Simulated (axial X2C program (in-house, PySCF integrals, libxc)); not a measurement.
**All-electron X2C curves of MnSi⁺**

What are the state, bond length, wavenumber and bond energy of MnSi⁺, and what does spin–orbit coupling change?

Method: all-electron X2C, Mn dyall-cv3z, Si dyall-v3z; program: an in-house X2C program for linear molecules on PySCF integrals.

All values are calculated.

## 1. The job

task.json reads:

```json
{
 "zs": [
  25,
  14
 ],
 "q": 1,
 "bas": [
  "dyall-cv3z",
  "dyall-v3z"
 ],
 "levels": [
  "PBE0",
  "HF",
  "M06"
 ],
 "cc": true,
 "r0": 2.35,
 "thr": -2.0,
 "nmax": 90,
 "npts": 10,
 "nst": 2,
 "ntry": 6
}
```

Keys: zs atomic numbers; q charge; bas basis sets; levels methods (HF also brings MP2); cc coupled cluster on or off; r0 starting distance in Å; thr threshold in hartree for freezing inner shells (an s shell follows its p shell); nmax most natural virtual spinors; npts points asked for on the curve; nst determinants followed; ntry starts of the search.

Run with:

```bash
$ python so2c.py task.json out
```

Spin-free means the one-electron spin-free X2C Hamiltonian; two-component (2c) means X2C with spin–orbit coupling and atomic mean-field two-electron Coulomb and Gaunt terms. Basis: Mn dyall-cv3z contracted to [9s10p6d3f2g], Si dyall-v3z contracted to [8s7p2d1f]; Gaussian nuclei, density fitting. Masses: Mn 54.938 u, Si 27.977 u.

Notation: σ, π±, δ± give the projection m of an orbital's angular momentum (0, ±1, ±2), α and β its spin, Λ and M_S the sums; ω is the projection of a spinor's total angular momentum and Ω the sum. Logs are in hartree.

The results follow Hamiltonian by Hamiltonian and level by level.

## 2. Which state to follow

PBE0 moves the distance from 2.350 Å to 2.560 Å and compares determinants there.

Spin-free determinants:

```tsv
ΔE (eV)	state	open shells
0.00	M_S = 2, Λ = 1	beyond closed shells: σα, π+α, π+β, π-α, δ+α, δ-α
0.30	M_S = 3, Λ = 1	beyond closed shells: σα, 2 × π+α, π-α, δ+α, δ-α
0.79	M_S = 2, Λ = 0	beyond closed shells: 2 × σα, δ+α, δ-α
0.90	M_S = 1, Λ = 0	beyond closed shells: δ+α, δ-α
1.45	M_S = 3, Λ = 2	beyond closed shells: 2 × σα, 2 × π+α, π+β, π-α, δ+α, δ-α
1.57	M_S = 3, Λ = 0	beyond closed shells: 2 × σα, π+α, π-α, δ+α, δ-α
1.64	M_S = 2, Λ = 0	beyond closed shells: π+α, π-α, δ+α, δ-α
```

Two-component determinants:

```tsv
ΔE (eV)	state	open shells
0.00	Ω = 3	excess of +ω over −ω: ω = 1/2, ω = 5/2
0.02	Ω = 1	excess of +ω over −ω: ω = -3/2, ω = 5/2
0.30	Ω = 2	excess of +ω over −ω: ω = -1/2, ω = 5/2
0.33	Ω = 4	excess of +ω over −ω: ω = 3/2, ω = 5/2
0.80	Ω = 2	excess of +ω over −ω: 2 × ω = 1/2, ω = -3/2, ω = 5/2
1.46	Ω = 5	excess of +ω over −ω: 2 × ω = 1/2, ω = 3/2, ω = 5/2
1.91	Ω = 4	excess of +ω over −ω: 3 × ω = 1/2, ω = 5/2
```

## 3. PBE0, spin-free

State followed: M_S = 2, Λ = 1 (beyond closed shells: σα, π+α, π+β, π-α, δ+α, δ-α). The scan is laid around 2.560 Å, a first estimate of the minimum, and this SCF restarts from the orbitals of the search.

Output at 2.560 Å:

```text
spin-free X2C-1e  PBE0
basis functions 154  fitting functions 897  grid points 5081
iter        total energy     max residual
   1      -1448.031653249     3.63e-05
   2      -1448.031653294     3.87e-05
   3      -1448.031653313     1.55e-05
   4      -1448.031653316     4.41e-06
converged
one-electron -2132.81812691  Coulomb 685.43730193  exact exchange -17.89724962  xc functional -55.10202552  nuclear repulsion 72.34844681
```

Along the bond, energies from the lowest point:

```csv
R (Å),E (eV),μ (D),HOMO (eV),LUMO (eV),iterations
2.227,0.3290,-1.37,-11.65,-9.60,21
2.330,0.1330,-1.32,-11.43,-9.42,12
2.406,0.0505,-1.26,-11.29,-9.31,11
2.483,0.0094,-1.20,-11.17,-9.20,11
2.560,0.0000,-1.13,-11.06,-9.10,4
2.650,0.0185,-1.03,-10.96,-9.00,11
2.739,0.0597,-0.94,-10.87,-8.91,11
2.854,0.1343,-0.81,-10.78,-8.80,11
2.995,0.2443,-0.66,-10.69,-8.69,11
3.200,0.4176,-0.49,-10.58,-8.55,11
```

Dipoles are positive if Si is the positive end and refer to the centre of mass.

Outer orbitals at the reference distance:

```csv
symmetry,occupied,ε (eV),atomic character
σβ,yes,-18.53,"75% Si s, 10% Mn p, 7% Mn s"
σα,yes,-17.54,"52% Si s, 33% Mn d, 7% Mn s"
δ+α,yes,-16.51,100% Mn d
δ-α,yes,-16.51,100% Mn d
π+α,yes,-16.40,99% Mn d
π-α,yes,-16.40,99% Mn d
σα,yes,-15.91,"69% Mn d, 22% Si s, 5% Mn s"
σβ,yes,-11.99,"65% Si p, 16% Mn s, 7% Mn d"
σα,yes,-11.88,"54% Mn s, 32% Si p, 8% Si s"
π+β,yes,-11.06,"77% Si p, 16% Mn d, 6% Mn p"
π-β,no,-9.10,"74% Si p, 18% Mn d, 7% Mn p"
π-α,no,-7.93,"74% Si p, 22% Mn p, 3% Mn d"
π+α,no,-7.93,"74% Si p, 22% Mn p, 3% Mn d"
σα,no,-7.71,"41% Si p, 39% Mn p, 17% Mn s"
```

PBE0 fields in the half plane through the axis: z from -2.4 to 4.8 Å across, distance from the axis 0.15 to 2.25 Å upwards; Mn lies at z = 0 and Si at z = 2.560 Å; the ELF is damped to zero where the density is low.

log10 density (e/bohr³). Ten even steps from '0' (-4.74 ) to '9' (1.39 ):
```
0001112222222222222221100
0011222333333333333322110
0112233333333333443333221
1122334444444444444443321
1223344555444455555444322
1233445666555555555554332
1233456787655556776554432
2234457898765556997554432
```

ELF. Ten even steps from '0' (0.00 ) to '9' (0.97 ):
```
0000001112110000111100000
0000122233332112233331000
0001222233444334566765200
0012222222355556788887620
0122222221246777789999851
0122212443236874126999973
0122124787426860330799984
0222126676626833883399985
```

Re = 2.549 Å, ωe = 247.6 cm⁻¹, ωexe = 1.44 cm⁻¹, Be = 0.14 cm⁻¹, De = 1.79 eV, μ = -1.14 D. ⟨S²⟩ = 7.05 against 6.00 for a pure state, so this determinant mixes spins.

## 4. HF, spin-free

Output at 2.560 Å:

```text
spin-free X2C-1e  HF
basis functions 154  fitting functions 897  grid points 5081
iter        total energy     max residual
   1      -1446.621376674     2.04e-01
   2      -1446.657493662     1.54e-02
   3      -1446.664097098     2.63e-02
   4      -1446.665369960     7.76e-03
   5      -1446.666382519     7.59e-03
   6      -1446.666863270     8.18e-03
   7      -1446.666972064     2.71e-03
   8      -1446.666993915     4.43e-04
   9      -1446.666996185     4.33e-04
  10      -1446.666996890     8.85e-05
  11      -1446.666996997     2.93e-05
  12      -1446.666997020     2.75e-05
  13      -1446.666997022     5.67e-06
  14      -1446.666997022     1.24e-06
converged
one-electron -2132.40674230  Coulomb 685.14362689  exact exchange -71.75232843  xc functional 0.00000000  nuclear repulsion 72.34844681
```

No constants are quoted: too few points lie around the minimum for a second fit to confirm the first.

## 5. M06, spin-free

The SCF at the reference distance of 2.560 Å:

```text
spin-free X2C-1e  M06
basis functions 154  fitting functions 897  grid points 5081
iter        total energy     max residual
   1      -1448.315080033     8.48e-02
   2      -1448.322018456     8.88e-03
   3      -1448.322212650     4.84e-02
   4      -1448.324793259     1.53e-02
   5      -1448.324960077     4.29e-03
   6      -1448.325213268     1.41e-03
   7      -1448.325220512     1.20e-03
   8      -1448.325234216     1.85e-04
   9      -1448.325234452     3.15e-05
  10      -1448.325234478     1.56e-05
  11      -1448.325234483     5.00e-06
converged
one-electron -2132.90450033  Coulomb 685.51280806  exact exchange -19.32009410  xc functional -53.96189492  nuclear repulsion 72.34844681
```

Re = 2.499 Å, ωe = 267.5 cm⁻¹, ωexe = 1.61 cm⁻¹, Be = 0.1456 cm⁻¹, De = 2.28 eV, μ = -0.20 D. ⟨S²⟩ = 6.80 against 6.00 for a pure state, so this determinant mixes spins.

## 6. Correlated methods, spin-free

Correlated methods: 10 electrons correlated (frozen shells, counted by type: Mn 3 s, 2 p; Si 2 s, 1 p), 234 virtual spinors in MP2, 90 natural virtuals in coupled cluster.

Output of the correlated part at 2.560 Å:

```text
correlated 10  virtual 234  natural virtual 90  E(MP2) -0.171293388  MP2 remainder -0.006663855
iter   CCSD correlation   residual
   1     -0.182848860   1.25e-01
   2     -0.190990337   6.26e-02
   3     -0.192963297   3.37e-02
   4     -0.194406104   2.02e-02
   5     -0.194875456   8.76e-03
   6     -0.194946590   2.93e-03
   7     -0.194978743   1.12e-03
   8     -0.194977458   5.54e-04
   9     -0.194976250   3.04e-04
  10     -0.194976889   1.41e-04
  11     -0.194977598   6.91e-05
  12     -0.194978250   3.29e-05
  13     -0.194978439   1.81e-05
  14     -0.194978665   9.34e-06
  15     -0.194978897   5.70e-06
  16     -0.194979110   3.08e-06
  17     -0.194979173   1.24e-06
  18     -0.194979190   6.22e-07
(T) -0.006900663  T1 0.0624  D1 0.1530  max T2 0.107
```

T1 in the output is the amplitude norm over the root of the electron number; divide by √2 for the Lee–Taylor value.

MP2: No constants are quoted: the reference is strongly spin-contaminated.

CCSD: No constants are quoted: too few points lie around the minimum for a second fit to confirm the first.

CCSD(T): No constants are quoted: too few points lie around the minimum for a second fit to confirm the first.

## 7. A higher determinant, spin-free

State: M_S = 3, Λ = 1 (beyond closed shells: σα, 2 × π+α, π-α, δ+α, δ-α).

Output at the reference distance:

```text
spin-free X2C-1e  PBE0
basis functions 154  fitting functions 897  grid points 5081
iter        total energy     max residual
   1      -1448.020461301     4.94e-05
   2      -1448.020461386     3.76e-05
   3      -1448.020461407     3.00e-05
   4      -1448.020461415     1.85e-05
converged
one-electron -2132.53491500  Coulomb 685.16902305  exact exchange -17.90177262  xc functional -55.10124365  nuclear repulsion 72.34844681
```

```csv
R (Å),E above the lowest PBE0 point (eV)
2.227,0.909
2.330,0.604
2.406,0.454
2.483,0.358
2.560,0.305
2.650,0.283
2.739,0.294
2.854,0.343
2.995,0.434
```

Re = 2.659 Å, ωe = 240.7 cm⁻¹, ωexe = 1.27 cm⁻¹, Be = 0.1286 cm⁻¹, μ = -1.40 D. Te = 0.28 eV.

## 8. The spin-free curves together

Energy (eV) of the followed determinant, spin-free, from each level's lowest point:

```csv
R (Å),PBE0,HF,MP2 (spin-contaminated),CCSD,CCSD(T),M06
2.227,0.329,1.275,0.687,n/a,n/a,0.262
2.330,0.133,0.825,0.379,0.313,0.280,0.088
2.406,0.050,0.579,0.224,0.174,0.150,0.023
2.483,0.009,0.392,0.118,0.082,0.067,0.000
2.560,0.000,0.253,0.051,0.027,0.019,0.008
2.650,0.019,0.139,0.010,0.000,0.000,0.045
2.739,0.060,0.065,0.000,0.002,0.009,0.102
2.854,0.134,0.014,0.019,0.037,0.052,0.195
2.995,0.244,0.000,0.074,n/a,n/a,0.322
3.200,0.418,0.039,0.191,n/a,n/a,0.512
```

## 9. PBE0, 2c

State followed: Ω = 3 (excess of +ω over −ω: ω = 1/2, ω = 5/2). The scan is laid around 2.560 Å, a first estimate of the minimum, and this SCF restarts from the orbitals of the search.

Output at 2.560 Å:

```text
two-component X2C + atomic mean field  PBE0
basis functions 154  fitting functions 897  grid points 5081
iter        total energy     max residual
   1      -1447.703584631     9.02e-05
   2      -1447.703584635     1.96e-05
converged
one-electron -2132.00390388  Coulomb 685.27212003  exact exchange -17.89288349  xc functional -55.08868008  nuclear repulsion 72.34844681  atomic mean-field constant -0.33868402
```

Along the bond, energies from the lowest point:

```csv
R (Å),E (eV),μ (D),HOMO (eV),LUMO (eV),iterations
2.227,0.3283,-1.36,-11.66,-9.58,21
2.330,0.1326,-1.31,-11.44,-9.41,12
2.406,0.0503,-1.26,-11.30,-9.29,11
2.483,0.0094,-1.20,-11.18,-9.19,11
2.560,0.0000,-1.12,-11.07,-9.09,2
2.650,0.0186,-1.03,-10.97,-8.99,11
2.739,0.0598,-0.93,-10.88,-8.89,11
2.854,0.1344,-0.81,-10.79,-8.79,11
2.995,0.2443,-0.66,-10.70,-8.68,11
3.200,0.4176,-0.49,-10.58,-8.54,11
```

Dipoles are positive if Si is the positive end and refer to the centre of mass.

Outer spinors at the reference distance:

```
   ω  occupied  ε (eV)              atomic character  λ mixture
-1/2       yes  -18.53   75% Si s, 10% Mn p, 7% Mn s     100% σ
 1/2       yes  -17.53   52% Si s, 33% Mn d, 7% Mn s     100% σ
-3/2       yes  -16.55                     100% Mn d     100% δ
 5/2       yes  -16.47                     100% Mn d     100% δ
-1/2       yes  -16.42                      99% Mn d     100% π
 3/2       yes  -16.37                      99% Mn d     100% π
 1/2       yes  -15.91   69% Mn d, 22% Si s, 5% Mn s     100% σ
-1/2       yes  -11.99   65% Si p, 16% Mn s, 7% Mn d     100% σ
 1/2       yes  -11.88   54% Mn s, 32% Si p, 8% Si s     100% σ
 1/2       yes  -11.07   77% Si p, 16% Mn d, 6% Mn p     100% π
-3/2        no   -9.09   74% Si p, 18% Mn d, 7% Mn p     100% π
-1/2        no   -7.94   74% Si p, 22% Mn p, 3% Mn d     100% π
 3/2        no   -7.91   74% Si p, 22% Mn p, 3% Mn d     100% π
 1/2        no   -7.70  41% Si p, 39% Mn p, 17% Mn s     100% σ
```

PBE0 fields in the half plane through the axis: z from -2.4 to 4.8 Å across, distance from the axis 0.15 to 2.25 Å upwards; Mn lies at z = 0 and Si at z = 2.560 Å; the ELF is damped to zero where the density is low.

log10 density (e/bohr³). Ten even steps from '0' (-4.74 ) to '9' (1.39 ):
```
0001112222222222222221100
0011222333333333333322110
0112233333333333443333221
1122334444444444444443321
1223344555444455555444322
1233445666555555555554332
1233456787655556776554432
2234457898765556997554432
```

ELF. Ten even steps from ' ' (0.00 ) to '@' (0.97 ):
```
            ......::....        ........          
        ..::::::--------::....::::--------..      
      ..::::::::----======----==++****##**++::    
    ..::::::::::::::--++++++++**##%%%%%%%%##**::  
  ..::::::::::::::..::==**########%%@@@@@@@@%%++..
  ..::::::..::====--::--**%%##==..::**@@@@@@@@##--
  ..::::..::==##%%##==::**%%**  ----  ##@@@@@@%%==
  ::::::..::****##****::**%%----%%%%----@@@@@@%%++
```

Re = 2.548 Å, ωe = 247.5 cm⁻¹, ωexe = 1.44 cm⁻¹, Be = 0.14 cm⁻¹, De = 1.80 eV, μ = -1.14 D.

## 10. HF, 2c

Output at 2.560 Å:

```text
two-component X2C + atomic mean field  HF
basis functions 154  fitting functions 897  grid points 5081
iter        total energy     max residual
   1      -1446.293555021     2.04e-01
   2      -1446.329757357     1.54e-02
   3      -1446.336391867     2.65e-02
   4      -1446.337673784     7.77e-03
   5      -1446.338686332     7.57e-03
   6      -1446.339172077     8.21e-03
   7      -1446.339281375     2.75e-03
   8      -1446.339303625     4.47e-04
   9      -1446.339305902     4.34e-04
  10      -1446.339306617     8.74e-05
  11      -1446.339306728     3.09e-05
  12      -1446.339306757     3.11e-05
  13      -1446.339306763     1.27e-05
  14      -1446.339306768     1.59e-05
  15      -1446.339306777     3.52e-05
  16      -1446.339306788     3.84e-05
  17      -1446.339306796     2.05e-05
  18      -1446.339306799     3.97e-06
  19      -1446.339306799     3.44e-06
  20      -1446.339306800     2.59e-06
converged
one-electron -2131.58759306  Coulomb 684.97353794  exact exchange -71.73501447  xc functional 0.00000000  nuclear repulsion 72.34844681  atomic mean-field constant -0.33868402
```

No constants are quoted: too few points lie around the minimum for a second fit to confirm the first.

## 11. M06, 2c

The SCF at the reference distance of 2.560 Å:

```text
two-component X2C + atomic mean field  M06
basis functions 154  fitting functions 897  grid points 5081
iter        total energy     max residual
   1      -1447.987236206     8.48e-02
   2      -1447.994167362     8.86e-03
   3      -1447.994364327     4.84e-02
   4      -1447.996936264     1.53e-02
   5      -1447.997101698     4.32e-03
   6      -1447.997358714     1.41e-03
   7      -1447.997366058     1.21e-03
   8      -1447.997379746     1.84e-04
   9      -1447.997379984     3.15e-05
  10      -1447.997380010     1.57e-05
  11      -1447.997380014     5.01e-06
converged
one-electron -2132.08906765  Coulomb 685.34640898  exact exchange -19.31538712  xc functional -53.94909701  nuclear repulsion 72.34844681  atomic mean-field constant -0.33868402
```

Re = 2.499 Å, ωe = 267.4 cm⁻¹, ωexe = 1.61 cm⁻¹, Be = 0.1456 cm⁻¹, De = 2.30 eV, μ = -0.20 D.

## 12. MP2 and beyond, 2c

Correlated methods: 10 electrons correlated (frozen shells, counted by type: Mn 3 s, 2 p; Si 2 s, 1 p), 234 virtual spinors in MP2, 90 natural virtuals in coupled cluster.

Output of the correlated part at 2.560 Å:

```text
correlated 10  virtual 234  natural virtual 90  E(MP2) -0.171254816  MP2 remainder -0.006664001
iter   CCSD correlation   residual
   1     -0.182806937   1.25e-01
   2     -0.190941609   6.26e-02
   3     -0.192912936   3.37e-02
   4     -0.194355975   2.02e-02
   5     -0.194825153   8.75e-03
   6     -0.194896039   2.93e-03
   7     -0.194928077   1.12e-03
   8     -0.194926735   5.58e-04
   9     -0.194925521   3.09e-04
  10     -0.194926149   1.46e-04
  11     -0.194926881   7.51e-05
  12     -0.194927540   3.92e-05
  13     -0.194927706   2.41e-05
  14     -0.194927949   1.47e-05
  15     -0.194928239   1.00e-05
  16     -0.194928515   5.96e-06
  17     -0.194928584   3.06e-06
  18     -0.194928574   1.88e-06
(T) -0.006895684  T1 0.0624  D1 0.1530  max T2 0.107
```

MP2: No constants are quoted: the reference is strongly spin-contaminated.

CCSD: No constants are quoted: too few points lie around the minimum for a second fit to confirm the first.

CCSD(T): No constants are quoted: too few points lie around the minimum for a second fit to confirm the first.

## 13. A higher determinant, 2c

State: Ω = 1 (excess of +ω over −ω: ω = -3/2, ω = 5/2).

Output at the reference distance:

```text
two-component X2C + atomic mean field  PBE0
basis functions 154  fitting functions 897  grid points 5081
iter        total energy     max residual
   1      -1447.702804795     9.83e-05
   2      -1447.702804810     6.68e-05
   3      -1447.702804857     4.69e-05
   4      -1447.702804868     2.27e-05
   5      -1447.702804873     5.75e-06
converged
one-electron -2131.99543816  Coulomb 685.26422250  exact exchange -17.89286466  xc functional -55.08848734  nuclear repulsion 72.34844681  atomic mean-field constant -0.33868402
```

```csv
R (Å),E above the lowest PBE0 point (eV)
2.227,0.352
2.330,0.155
2.406,0.072
2.483,0.031
2.560,0.021
2.650,0.040
2.739,0.081
2.854,0.155
2.995,0.265
```

Re = 2.549 Å, ωe = 247.6 cm⁻¹, ωexe = 1.44 cm⁻¹, Be = 0.1399 cm⁻¹, μ = -1.14 D. Te = 0.02 eV.

## 14. The 2c curves together

Energy (eV) of the followed determinant, 2c, from each level's lowest point:

```csv
R (Å),PBE0,HF,MP2 (spin-contaminated),CCSD,CCSD(T),M06
2.227,0.328,1.276,0.688,n/a,n/a,0.262
2.330,0.133,0.826,0.379,0.314,0.280,0.088
2.406,0.050,0.579,0.224,0.174,0.150,0.023
2.483,0.009,0.392,0.119,0.082,0.067,0.000
2.560,0.000,0.253,0.052,0.028,0.020,0.008
2.650,0.019,0.139,0.011,0.000,0.000,0.045
2.739,0.060,0.065,0.000,0.005,0.013,0.102
2.854,0.134,0.014,0.018,0.040,0.056,0.195
2.995,0.244,0.000,0.074,n/a,n/a,0.322
3.200,0.418,0.038,0.190,n/a,n/a,0.512
```

Time for the job: 2.6 min (1 thread of Arm Neoverse V1, shared host); peak memory 0.62 GiB.

## 15. Constants

Lowest determinant that the search found at its distance, spin-free: M_S = 2, Λ = 1 (beyond closed shells: σα, π+α, π+β, π-α, δ+α, δ-α).

Lowest determinant that the search found at its distance, 2c: Ω = 3 (excess of +ω over −ω: ω = 1/2, ω = 5/2).

```tsv
Hamiltonian	level	Re (Å)	ωe (cm⁻¹)	De (eV)	μ (D)
spin-free	PBE0	2.549	247.6	1.79	-1.14
spin-free	M06	2.499	267.5	2.28	-0.20
2c	PBE0	2.548	247.5	1.80	-1.14
2c	M06	2.499	267.4	2.30	-0.20
```

Dipoles are positive if Si is the positive end and refer to the centre of mass. No constants: spin-free HF (too few points lie around the minimum for a second fit to confirm the first); spin-free MP2 (the reference is strongly spin-contaminated); spin-free CCSD (too few points lie around the minimum for a second fit to confirm the first); spin-free CCSD(T) (too few points lie around the minimum for a second fit to confirm the first); 2c HF (too few points lie around the minimum for a second fit to confirm the first); 2c MP2 (the reference is strongly spin-contaminated); 2c CCSD (too few points lie around the minimum for a second fit to confirm the first); 2c CCSD(T) (too few points lie around the minimum for a second fit to confirm the first). Spin-free ⟨S²⟩ is off its pure value at PBE0 7.05, M06 6.80.

Time per point (s) on 1 thread of Arm Neoverse V1, shared host (2c runs); the times are rough: PBE0 0.52, M06 0.9.

**Reading.** At PBE0, going from spin-free to two-component changes Re by 0 mÅ, ωe by 0.0 %; the spin-free picture holds up (part of it comes from the scalar share of the two-electron terms). De moves by +0.01 eV; both De rest on single-determinant atoms, which can miss part of an open shell's spin–orbit lowering.

De refers to Mn+ + Si, each in the lowest determinant found, which need not be this curve's own limit. The state is a single determinant with fixed occupations, the lowest that a limited PBE0 search found. De is counted from the lowest determinant-based energies of the atoms at the same level, without counterpoise correction. Density functionals use the spin component along the axis (collinear). The meta-GGAs lack a current-density term, which matters for open shells with orbital currents, atoms included. With several unpaired electrons one determinant need not be a pure state. The spin-free determinant is spin-contaminated at some levels.
